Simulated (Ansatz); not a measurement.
# Alloy of GaN and AlN (12 of 48 Ga sites exchanged), 96 atoms, part 1 of 2

Aim: relax the alloy cell and compare the gap by PBEsol and r²SCAN.

Program: Ansatz 0.2.0, PAW, plane waves. These are calculated values, not measurements.

## 1. The system as built

96 atoms (36 Ga, 12 Al, 48 N); a = 9.497 Å, b = 10.966 Å, c = 10.270 Å, α = 90.00°, β = 90.00°, γ = 90.00°. All atoms were shaken off their sites by about 0.02 Å along each axis; atoms next to an added one may be pushed further to make room.

Steps to follow: (2) PBEsol cell relaxation at the single k point (¼, ¼, ¼), on 1 × NVIDIA H100 80GB HBM3 with 4 threads of AMD EPYC 7R13; (3) r²SCAN single point at the single k point (¼, ¼, ¼), on 1 × NVIDIA H100 80GB HBM3 with 4 threads of AMD EPYC 7R13.

## 2. Relaxing cell and atoms with PBEsol

in.yaml reads:

```yaml
crystal:
  lattice:
    - [9.496540, 0.000000, 0.000000]
    - [0.000000, 10.965660, 0.000000]
    - [0.000000, 0.000000, 10.270191]
  atoms:
    - { symbol: Ga, position: [0.167218, 0.083887, 0.248870] }
    - { symbol: Ga, position: [0.166833, 0.083777, 0.753679] }
    - { symbol: Ga, position: [0.002389, 0.331322, 0.249623] }
    - { symbol: Ga, position: [0.497631, 0.082155, 0.750091] }
    - { symbol: Ga, position: [0.331236, 0.332826, 0.249925] }
    - { symbol: Ga, position: [0.331819, 0.333453, 0.747598] }
    - { symbol: Ga, position: [0.164300, 0.581958, 0.748655] }
    - { symbol: Ga, position: [0.996669, 0.831532, 0.248231] }
    - { symbol: Ga, position: [0.004889, 0.833441, 0.749397] }
    - { symbol: Ga, position: [0.833251, 0.084685, 0.245874] }
    - { symbol: Ga, position: [0.833343, 0.086106, 0.747618] }
    - { symbol: Ga, position: [0.668885, 0.334250, 0.751529] }
    - { symbol: Ga, position: [0.496828, 0.578679, 0.250252] }
    - { symbol: Ga, position: [0.500151, 0.582741, 0.751475] }
    - { symbol: Ga, position: [0.335879, 0.832582, 0.248680] }
    - { symbol: Ga, position: [0.334787, 0.833481, 0.748914] }
    - { symbol: Ga, position: [0.832039, 0.582058, 0.249723] }
    - { symbol: Ga, position: [0.836796, 0.583826, 0.748146] }
    - { symbol: Ga, position: [0.664453, 0.832081, 0.250472] }
    - { symbol: Ga, position: [0.664751, 0.833437, 0.747469] }
    - { symbol: Ga, position: [0.999864, 0.169209, 0.500853] }
    - { symbol: Ga, position: [0.001203, 0.163570, 0.999809] }
    - { symbol: Ga, position: [0.326339, 0.168164, 0.500441] }
    - { symbol: Ga, position: [0.335802, 0.164119, 0.000696] }
    - { symbol: Ga, position: [0.164270, 0.418277, 0.499995] }
    - { symbol: Ga, position: [0.995112, 0.666500, 0.001280] }
    - { symbol: Ga, position: [0.501734, 0.416741, 0.496711] }
    - { symbol: Ga, position: [0.502203, 0.416032, 0.001610] }
    - { symbol: Ga, position: [0.333883, 0.666970, 0.998722] }
    - { symbol: Ga, position: [0.165765, 0.917926, 0.000481] }
    - { symbol: Ga, position: [0.837074, 0.415257, 0.998455] }
    - { symbol: Ga, position: [0.667399, 0.667065, 0.499092] }
    - { symbol: Ga, position: [0.665394, 0.667421, 0.001505] }
    - { symbol: Ga, position: [0.500904, 0.914994, 0.500442] }
    - { symbol: Ga, position: [0.496653, 0.914932, 0.999814] }
    - { symbol: Ga, position: [0.835640, 0.913302, 0.502153] }
    - { symbol: Al, position: [0.997460, 0.331659, 0.748012] }
    - { symbol: Al, position: [0.499778, 0.085357, 0.247257] }
    - { symbol: Al, position: [0.169086, 0.585941, 0.250246] }
    - { symbol: Al, position: [0.664902, 0.334575, 0.249518] }
    - { symbol: Al, position: [0.166327, 0.417621, 0.000458] }
    - { symbol: Al, position: [0.996516, 0.666250, 0.497914] }
    - { symbol: Al, position: [0.672357, 0.164783, 0.500457] }
    - { symbol: Al, position: [0.663340, 0.166558, 0.999735] }
    - { symbol: Al, position: [0.339039, 0.667814, 0.501738] }
    - { symbol: Al, position: [0.168277, 0.918970, 0.500161] }
    - { symbol: Al, position: [0.835037, 0.414996, 0.497732] }
    - { symbol: Al, position: [0.833323, 0.917488, 0.997613] }
    - { symbol: N, position: [0.004426, 0.167495, 0.186122] }
    - { symbol: N, position: [0.002099, 0.169072, 0.687314] }
    - { symbol: N, position: [0.334882, 0.168023, 0.183060] }
    - { symbol: N, position: [0.331672, 0.165401, 0.689019] }
    - { symbol: N, position: [0.166801, 0.417208, 0.190892] }
    - { symbol: N, position: [0.164927, 0.417813, 0.688657] }
    - { symbol: N, position: [0.998151, 0.667209, 0.188603] }
    - { symbol: N, position: [0.999639, 0.668711, 0.690161] }
    - { symbol: N, position: [0.663100, 0.167775, 0.187770] }
    - { symbol: N, position: [0.664951, 0.164411, 0.690155] }
    - { symbol: N, position: [0.498810, 0.419277, 0.187323] }
    - { symbol: N, position: [0.502129, 0.418251, 0.689318] }
    - { symbol: N, position: [0.334207, 0.664610, 0.192159] }
    - { symbol: N, position: [0.332665, 0.664670, 0.684209] }
    - { symbol: N, position: [0.166132, 0.917365, 0.188031] }
    - { symbol: N, position: [0.165503, 0.917270, 0.685216] }
    - { symbol: N, position: [0.832885, 0.414594, 0.188547] }
    - { symbol: N, position: [0.836239, 0.417762, 0.689500] }
    - { symbol: N, position: [0.666413, 0.667308, 0.188188] }
    - { symbol: N, position: [0.663338, 0.667241, 0.689314] }
    - { symbol: N, position: [0.499700, 0.916230, 0.184868] }
    - { symbol: N, position: [0.502107, 0.915735, 0.688121] }
    - { symbol: N, position: [0.831513, 0.917333, 0.187374] }
    - { symbol: N, position: [0.827928, 0.914192, 0.687372] }
    - { symbol: N, position: [0.167100, 0.082364, 0.437458] }
    - { symbol: N, position: [0.169022, 0.082681, 0.938888] }
    - { symbol: N, position: [0.000690, 0.333589, 0.438350] }
    - { symbol: N, position: [0.996916, 0.334143, 0.934852] }
    - { symbol: N, position: [0.498702, 0.082937, 0.440023] }
    - { symbol: N, position: [0.499265, 0.082732, 0.938129] }
    - { symbol: N, position: [0.331575, 0.333069, 0.438056] }
    - { symbol: N, position: [0.336494, 0.333212, 0.939552] }
    - { symbol: N, position: [0.165783, 0.582109, 0.443800] }
    - { symbol: N, position: [0.166823, 0.583089, 0.936332] }
    - { symbol: N, position: [0.998904, 0.832224, 0.435682] }
    - { symbol: N, position: [0.000201, 0.835109, 0.935744] }
    - { symbol: N, position: [0.833024, 0.087634, 0.439406] }
    - { symbol: N, position: [0.834608, 0.081741, 0.939198] }
    - { symbol: N, position: [0.670547, 0.330183, 0.440981] }
    - { symbol: N, position: [0.666517, 0.332904, 0.940973] }
    - { symbol: N, position: [0.502830, 0.583379, 0.433298] }
    - { symbol: N, position: [0.495024, 0.586867, 0.940523] }
    - { symbol: N, position: [0.331201, 0.834390, 0.440107] }
    - { symbol: N, position: [0.335231, 0.833121, 0.940233] }
    - { symbol: N, position: [0.833785, 0.583572, 0.441547] }
    - { symbol: N, position: [0.834299, 0.583234, 0.941004] }
    - { symbol: N, position: [0.668195, 0.831209, 0.437276] }
    - { symbol: N, position: [0.666764, 0.832460, 0.940311] }
  symmetry: { detect: false }
kpoints:
  mp_grid: { grid: [1, 1, 1], shift: [0.25, 0.25, 0.25] }
hamiltonian:
  xc: pbesol
scf:
  occupations: { method: fermi_dirac, width: 0.01 }
relax:
  f_tol: 0.03
  max_steps: 80
  escape_saddle: false
  adjacent_minimum: "off"
  cell: { fix: [alpha, beta, gamma] }
output:
  forces: true
  eigenvalues: true
  populations: true
```

Run with:

```sh
$ ansatz run in.yaml --threads 4 --pin off --max-ram 61750MiB --runs-dir r --events-out ev --progress --plain --backend cuda --devices 0, --max-vram 37GiB
```

Standard output:

```text
Pseudopotentials: kind: paw
Functional definition: PBEsol
  exchange = pbesol_x
  correlation = pbesol_c
Crystal: 96 atoms, lattice volume = 1069.495 Å³
Basis set: ecut = 420 eV, 20957 PW (Γ), exchange–correlation on 128×150×144 points (8 copies of the dense FFT grid, shifted against one another)
Bands: 468, of which v1, the nominal top of the filled ones, is band 372 counted from 1 (371 counted from 0)
Symmetry: 1 space group operations
k-points: 1
Non-local potential: Ga, projectors of the file, l = 0: 2, l = 1: 2, l = 2: 3, l = 3: 1
Non-local potential: Al, projectors of the file, l = 0: 2, l = 1: 2, l = 2: 1
Non-local potential: N, projectors of the file, l = 0: 2, l = 1: 2, l = 2: 1
PAW form: soft (Blöchl's): semilocal exchange-correlation on the pseudo side does not see the compensation charge
PAW frozen core: Ga, regenerated for the run's functional, and the local potential with it (the file was generated under x = pbe(κ = 0.804, μ = 0.2195149727645171), c = pbe(β = 0.06672455060314922))
PAW frozen core: Al, regenerated for the run's functional, and the local potential with it (the file was generated under x = pbe(κ = 0.804, μ = 0.2195149727645171), c = pbe(β = 0.06672455060314922))
PAW frozen core: N, regenerated for the run's functional, and the local potential with it (the file was generated under x = pbe(κ = 0.804, μ = 0.2195149727645171), c = pbe(β = 0.06672455060314922))
PAW one-centre angular grid: Ga, 590 points (default); XC on 64 Gauss nodes
PAW one-centre angular grid: Al, 110 points (default); XC on 64 Gauss nodes
PAW one-centre angular grid: N, 110 points (default); XC on 64 Gauss nodes
Initial density: superposition of atomic densities (neutral atoms: chi_scale 0, normalization atom), corrected by the library's trained network
Initial wavefunctions: pseudopotential atomic-orbital guess
Functional: x = pbesol(κ = 0.804, μ = 0.12345679012345678), c = pbesol(β = 0.046)
SCF iter   1: F=—  HF=-159292.362424 eV  |F-HF|=—  |Δ(HF+E_count)|=         —  Δρ=1.21e-2  dr2=1.56e0  ethr=1.77e-3  ⟨swp⟩=6.0  Hψ=1799  notcnv=0  defer=3
preconditioner: auto → Resta (q_TF=auto, 2.568 Å⁻¹)  ε∞=4.7  [insulator: Δε(μ)=3.347 eV  Ē_g=16.126 eV  σ=0.010 eV  W_gap=1.00  n_scr=298 (ndim 8)  ℏωp=31.0 eV  f_vac=0.000  D(μ)=0.00/eV (n_scr^D=0)  ε∞_Penn≈4.7]
SCF iter   2: F=—  HF=-159291.915047 eV  |F-HF|=—  |Δ(HF+E_count)|=   4.47e-1  Δρ=1.89e-3  dr2=4.14e-2  ethr=2.10e-4  ⟨swp⟩=2.0  Hψ=665  notcnv=0  defer=89
SCF iter   3: F=—  HF=-159291.909132 eV  |F-HF|=—  |Δ(HF+E_count)|=   5.92e-3  Δρ=9.04e-4  dr2=8.70e-3  ethr=5.56e-6  ⟨swp⟩=2.0  Hψ=530  notcnv=0  defer=89
SCF iter   4: F=—  HF=-159291.909470 eV  |F-HF|=—  |Δ(HF+E_count)|=   3.38e-4  Δρ=2.63e-4  dr2=6.98e-4  ethr=1.17e-6  ⟨swp⟩=3.0  Hψ=758  notcnv=0  defer=89
SCF iter   5: F=—  HF=-159291.907304 eV  |F-HF|=—  |Δ(HF+E_count)|=   2.17e-3  Δρ=1.12e-4  dr2=9.95e-5  ethr=9.38e-8  ⟨swp⟩=2.0  Hψ=748  notcnv=0  defer=89
SCF iter   6: F=—  HF=-159291.908202 eV  |F-HF|=—  |Δ(HF+E_count)|=   8.98e-4  Δρ=3.21e-5  dr2=1.16e-5  ethr=1.34e-8  ⟨swp⟩=2.0  Hψ=751  notcnv=0  defer=89
SCF iter   7: F=—  HF=-159291.908201 eV  |F-HF|=—  |Δ(HF+E_count)|=   1.37e-6  Δρ=1.09e-5  dr2=1.04e-6  ethr=1.55e-9  ⟨swp⟩=2.0  Hψ=747  notcnv=0  defer=89
SCF iter   8: F=-159291.908201 eV  HF=-159291.908201 eV  |F-HF|=4.34e-8  |Δ(HF+E_count)|=   1.80e-7  Δρ=2.83e-6  dr2=8.33e-8  ethr=1.34e-11  ⟨swp⟩=12.0  Hψ=2295  notcnv=0
SCF 1 converged in 8 iterations: F = -159291.908201 eV  dr2 = 8.33e-8
relax step   1: F+E_penalty+E_count = -159291.90820081 eV  Δ(F+E_penalty+E_count) = +0.000e0 eV  max|allowed force component| = 1.563e0 eV/Å  Δτ_max = 0.0000 Å  P = +0.641 GPa  Ω = 1069.495 Å³  fix = [alpha, beta, gamma]  reactions: alpha -0.189, beta +0.035, gamma -0.157 GPa/rad  (8 SCF iters, dr2 threshold 1.00e-7 eV, accepted)
[... 13 lines left out ...]
relax step   2: F+E_penalty+E_count = -159293.22452975 eV  Δ(F+E_penalty+E_count) = -1.316e0 eV  max|allowed force component| = 8.593e-1 eV/Å  Δτ_max = 0.0642 Å  P = +0.063 GPa  Ω = 1070.479 Å³  energy of the carried Pulay correction = -3.212e-3 eV  fix = [alpha, beta, gamma]  reactions: alpha -0.085, beta +0.047, gamma -0.094 GPa/rad  (6 SCF iters, dr2 threshold 9.60e-6 eV, accepted)
[... 4 lines left out ...]
relax step   3: F+E_penalty+E_count = -159293.70237355 eV  Δ(F+E_penalty+E_count) = -4.778e-1 eV  max|allowed force component| = 3.594e-2 eV/Å  Δτ_max = 0.0399 Å  P = -0.050 GPa  Ω = 1070.058 Å³  energy of the carried Pulay correction = -1.838e-3 eV  fix = [alpha, beta, gamma]  reactions: alpha +0.012, beta +0.009, gamma -0.019 GPa/rad  (6 SCF iters, dr2 threshold 9.60e-6 eV, accepted)
[... 5 lines left out ...]
relax step   4: F+E_penalty+E_count = -159293.70515942 eV  Δ(F+E_penalty+E_count) = -2.786e-3 eV  max|allowed force component| = 5.435e-3 eV/Å  Δτ_max = 0.0028 Å  P = +0.059 GPa  Ω = 1069.463 Å³  energy of the carried Pulay correction = +1.044e-4 eV  fix = [alpha, beta, gamma]  reactions: alpha +0.014, beta +0.009, gamma -0.025 GPa/rad  (6 SCF iters, dr2 threshold 8.07e-8 eV, accepted)
[... 10 lines left out ...]
relax step   5: F+E_penalty+E_count = -159293.70417749 eV  Δ(F+E_penalty+E_count) = +9.819e-4 eV  max|allowed force component| = 1.147e-3 eV/Å  Δτ_max = 0.0004 Å  P = -0.001 GPa  Ω = 1069.787 Å³  energy of the carried Pulay correction = -9.535e-4 eV  fix = [alpha, beta, gamma]  reactions: alpha +0.014, beta +0.009, gamma -0.024 GPa/rad  (6 SCF iters, dr2 threshold 9.75e-9 eV, accepted)
[... 9 lines left out ...]
relax step   6: F+E_penalty+E_count = -159293.70386595 eV  Δ(F+E_penalty+E_count) = +3.115e-4 eV  max|allowed force component| = 1.188e-3 eV/Å  Δτ_max = 0.0000 Å  P = +0.002 GPa  Ω = 1069.787 Å³  fix = [alpha, beta, gamma]  reactions: alpha +0.018, beta +0.006, gamma -0.026 GPa/rad  stress off target by 1.48e-2 GPa on what of the cell is left free  SCF on the basis re-selected at this cell (its en [...]
SCF converged after 5 iterations
Free energy (F): -159293.703866 eV
Harris-Foulkes:  -159293.703866 eV  (|F-HF|=8.73e-11)
Internal energy: -159293.703866 eV  (E = F + TS)
E sigma→0 (E₀):  -159293.703866 eV
Fermi energy:    10.579287 eV
--- Per-component energies (eV) ---
  E_band       = -220.815773
  E_kinetic    = 10787.173267
  E_local      = -80704.670656  (includes V_loc(G=0)·N_el)
  E_nonlocal   = 17787.891070
  E_hartree    = 37019.040188
  E_xc         = -5805.268894
  E_vxc        = -6109.032393  (∫ρ·V_xc dr)
  E_paw        = -81670.711882  (= ΣΔE_a)
  E_vpaw       = -16020.260054  (= ΣTr[D̂ρ^β])
  E_aug_tail   = 0.002063  (compensation charges beyond the density's cutoff)
  E_ewald      = -56739.804635
  E_core_change = 32.645613  (= ΣΔE_core)
  E_smearing   = -0.000000  (= −TS)
  E_closure    = -0.000000  (closes the sum)
  Σ components = -159293.703866   (vs F -159293.703866, Δ=0.00e0)
--- Forces (eV/Å), atoms counted from 1 ---
  atom   1  Ga    -0.00018216     0.00093617    -0.00018996
  atom   2  Ga    -0.00000172     0.00091509    -0.00026680
  atom   3  Ga    -0.00010567    -0.00034295     0.00030396
  atom   4  Ga     0.00005780     0.00071594    -0.00028705
  atom   5  Ga     0.00000552    -0.00003735     0.00012582
  atom   6  Ga     0.00002695     0.00004804    -0.00036142
  atom   7  Ga    -0.00014073    -0.00097363    -0.00021388
  atom   8  Ga     0.00008440     0.00000857    -0.00007421
  atom   9  Ga    -0.00019382     0.00004653    -0.00039784
  atom  10  Ga     0.00011503     0.00088135    -0.00010369
  atom  11  Ga    -0.00012639     0.00082453    -0.00035956
  atom  12  Ga     0.00007753     0.00023727    -0.00021892
  atom  13  Ga     0.00021100    -0.00065296     0.00009153
  atom  14  Ga     0.00030588    -0.00079294    -0.00026573
  atom  15  Ga     0.00012150     0.00014785    -0.00032643
  atom  16  Ga     0.00029838     0.00006335    -0.00019440
  atom  17  Ga     0.00008985    -0.00093166     0.00001664
  atom  18  Ga     0.00000927    -0.00065637    -0.00016747
  atom  19  Ga     0.00014589    -0.00010659     0.00029294
  atom  20  Ga     0.00016704     0.00001187    -0.00063838
  atom  21  Ga    -0.00016037     0.00059002    -0.00037707
  atom  22  Ga    -0.00016308     0.00037136     0.00066225
  atom  23  Ga     0.00007399     0.00073214    -0.00064116
  atom  24  Ga    -0.00012858     0.00005861     0.00041205
  atom  25  Ga     0.00011151    -0.00074935    -0.00082178
  atom  26  Ga    -0.00024816    -0.00034078     0.00067535
  atom  27  Ga     0.00020232    -0.00105066    -0.00072764
  atom  28  Ga     0.00023038    -0.00057379     0.00070183
  atom  29  Ga     0.00008129    -0.00026652     0.00040281
  atom  30  Ga    -0.00003070     0.00101894     0.00064074
  atom  31  Ga     0.00004132    -0.00051381     0.00083444
  atom  32  Ga     0.00010100    -0.00062840    -0.00059581
  atom  33  Ga     0.00008955    -0.00051543     0.00032204
  atom  34  Ga     0.00013812     0.00063862    -0.00081651
  atom  35  Ga     0.00009602     0.00081403     0.00027206
  atom  36  Ga     0.00018206     0.00069929    -0.00040939
  atom  37  Al    -0.00038330     0.00007854    -0.00013667
  atom  38  Al     0.00029114     0.00094056     0.00008596
  atom  39  Al    -0.00007628    -0.00118825     0.00030376
  atom  40  Al     0.00025563    -0.00018376     0.00050280
  atom  41  Al    -0.00043681    -0.00075599     0.00105110
  atom  42  Al    -0.00013843    -0.00056585    -0.00080861
  atom  43  Al     0.00011784     0.00067625    -0.00059506
  atom  44  Al     0.00056009     0.00046469     0.00110843
  atom  45  Al    -0.00017524    -0.00070853    -0.00065477
  atom  46  Al    -0.00024799     0.00058480    -0.00060158
  atom  47  Al    -0.00055254    -0.00075740    -0.00037776
  atom  48  Al     0.00012044     0.00104562     0.00059854
  atom  49  N     -0.00011870    -0.00038983    -0.00007626
  atom  50  N      0.00006898    -0.00049144     0.00018195
  atom  51  N      0.00000389    -0.00035563    -0.00025158
  atom  52  N     -0.00005131    -0.00030353     0.00054227
  atom  53  N      0.00017605     0.00066319    -0.00052007
  atom  54  N      0.00018861     0.00058951     0.00050766
  atom  55  N     -0.00022919     0.00058174    -0.00048758
  atom  56  N     -0.00002258     0.00035324     0.00034895
  atom  57  N     -0.00015333    -0.00063599    -0.00038015
  atom  58  N      0.00002175    -0.00049736     0.00096007
  atom  59  N     -0.00033375     0.00036103    -0.00051730
  atom  60  N     -0.00016423     0.00037131     0.00042096
  atom  61  N     -0.00005590     0.00043350    -0.00038415
  atom  62  N     -0.00002197     0.00060711     0.00022082
  atom  63  N     -0.00004764    -0.00053310    -0.00011767
  atom  64  N      0.00001956    -0.00068453     0.00014934
  atom  65  N      0.00001201     0.00075891    -0.00036088
  atom  66  N      0.00004644     0.00049493     0.00031557
  atom  67  N     -0.00020323     0.00030833    -0.00033699
  atom  68  N     -0.00010715     0.00037695     0.00017401
  atom  69  N     -0.00011923    -0.00064208    -0.00046078
  atom  70  N     -0.00016049    -0.00050575     0.00034099
  atom  71  N     -0.00012474    -0.00040023    -0.00030305
  atom  72  N     -0.00004393    -0.00067993     0.00030076
  atom  73  N      0.00019421    -0.00042283     0.00015370
  atom  74  N      0.00007090    -0.00061554    -0.00001678
  atom  75  N      0.00015278    -0.00007195     0.00032623
  atom  76  N      0.00023592     0.00010690    -0.00026976
  atom  77  N     -0.00031546    -0.00077880     0.00048670
  atom  78  N     -0.00032071    -0.00080209     0.00001359
  atom  79  N      0.00042283    -0.00002758     0.00056328
  atom  80  N      0.00024828    -0.00005859    -0.00023082
  atom  81  N      0.00020437     0.00082720     0.00037228
  atom  82  N      0.00010993     0.00067558    -0.00002016
  atom  83  N      0.00000788     0.00005284     0.00011227
  atom  84  N      0.00028075    -0.00036887    -0.00019218
  atom  85  N     -0.00010420    -0.00051134     0.00031870
  atom  86  N      0.00017891    -0.00064927    -0.00017389
  atom  87  N     -0.00023883     0.00018597     0.00020705
  atom  88  N     -0.00022548     0.00034450    -0.00016307
  atom  89  N      0.00001624     0.00050012     0.00012873
  atom  90  N     -0.00003138     0.00046409    -0.00008665
  atom  91  N      0.00017052    -0.00002456     0.00008109
  atom  92  N     -0.00009006    -0.00029865    -0.00002883
  atom  93  N      0.00001690     0.00086028     0.00004362
  atom  94  N     -0.00000614     0.00064985     0.00001668
  atom  95  N     -0.00023771     0.00012682     0.00037259
  atom  96  N     -0.00024468    -0.00019433     0.00000914
  max |Σ_I F_I| component: 6.60e-5 eV/Å
--- Stress (GPa, compression-positive) ---
       -0.006549       0.026019      -0.006298
        0.026019      -0.001578      -0.017653
       -0.006299      -0.017662       0.014841
  P = ⅓ Tr σ = 0.0022 GPa (0.022 kbar)
--- Band table (eV) ---
  k-point 0: bands = [... 360 lower levels ..., "8.1440", "8.1605", "8.1891", "8.2567", "8.3566", "8.4067", "8.4544", "8.5510", "8.5691", "8.5850", "8.7834", "8.8700", "12.2886", "13.2995", "13.3701", "13.4971", "13.5194", "13.5494", "13.6765", "13.8706", "13.9427", "13.9988", "14.0197", "14.0820", ... 84 higher levels ...]
--- Relaxed structure (5 steps of the walk, 5 accepted, 1 SCFs on fresh bases) ---
  F+E_penalty+E_count = -159293.70386595 eV   max|allowed force component| = 1.188e-3 eV/Å   (the final SCF, on the basis selected at the relaxed cell)
  cell:  # Å, volume = 1069.7868 Å³
    - [9.489700958450065, 5.330953355879002e-144, 8.353355601844115e-113]
    - [6.155654793896317e-144, 10.961813571267667, 3.7343544215974863e-144]
    - [9.033875234754871e-113, 3.4975125228669055e-144, 10.284005836478643]
  atoms:
    - { symbol: Ga, position: [0.1668990484947097, 0.0830404490356406, 0.2508774260524494] }
    - { symbol: Ga, position: [0.16610787456021303, 0.08314284635667925, 0.7488466802801894] }
[... 94 atoms left out; the next input holds them all, rounded ...]
--- Löwdin populations: 96 sites ---
  site symbol       q [e]
     0     Ga     12.2561
     1     Ga     12.2552
[... 94 atoms left out ...]
  spilling = 0.002819 (of n_electrons = 744.000000)
```

Wall time 29 s (1 × NVIDIA H100 80GB HBM3 with 4 threads of AMD EPYC 7R13, shared host); peak host memory 1.4 GiB.

Step by step (solves on a freshly chosen basis count as rows, and their energies jump a little):

```tsv
accepted step	energy change (eV)	largest force component (eV/Å)	SCF cycles	pressure (GPa)
1	0.000	1.563	8	0.64
2	-1.316	0.859	6	0.06
3	-1.794	0.036	6	-0.05
4	-1.797	0.005	6	0.06
5	-1.796	0.001	6	0.00
6	-1.796	0.001	5	0.00
```

Largest shifts, less the median shift:

```tsv
atom	shift (Å)	dx	dy	dz
N81	0.099	0.011	0.055	-0.081
N89	0.095	-0.059	0.020	0.072
N58	0.092	0.019	0.025	-0.086
N77	0.084	0.052	0.031	-0.058
N51	0.084	0.017	-0.030	0.076
N59	0.081	0.055	-0.049	0.034
Ga23	0.080	0.075	-0.023	-0.018
N69	0.079	-0.001	0.051	0.060
```

|  | before | after | change |
| --- | --- | --- | --- |
| a (Å) | 9.497 | 9.490 | -0.07 % |
| b (Å) | 10.966 | 10.962 | -0.04 % |
| c (Å) | 10.270 | 10.284 | +0.13 % |
| volume (Å³/atom) | 11.141 | 11.144 | +0.03 % |

Bond lengths by pair after relaxation (within a distance cut, which drops stretched bonds):

```tsv
pair	count	mean (Å)	spread (Å)	least	most
Al–N	48	1.900	0.006	1.890	1.914
Ga–N	144	1.946	0.006	1.935	1.965
```

At the single k point (¼, ¼, ¼) the filled levels end at 8.870 eV and the empty ones begin at 12.289 eV, a spacing of 3.42 eV. This point lies off Γ, so the spacing can exceed the gap by much.

(Continued in part 2 of 2.)
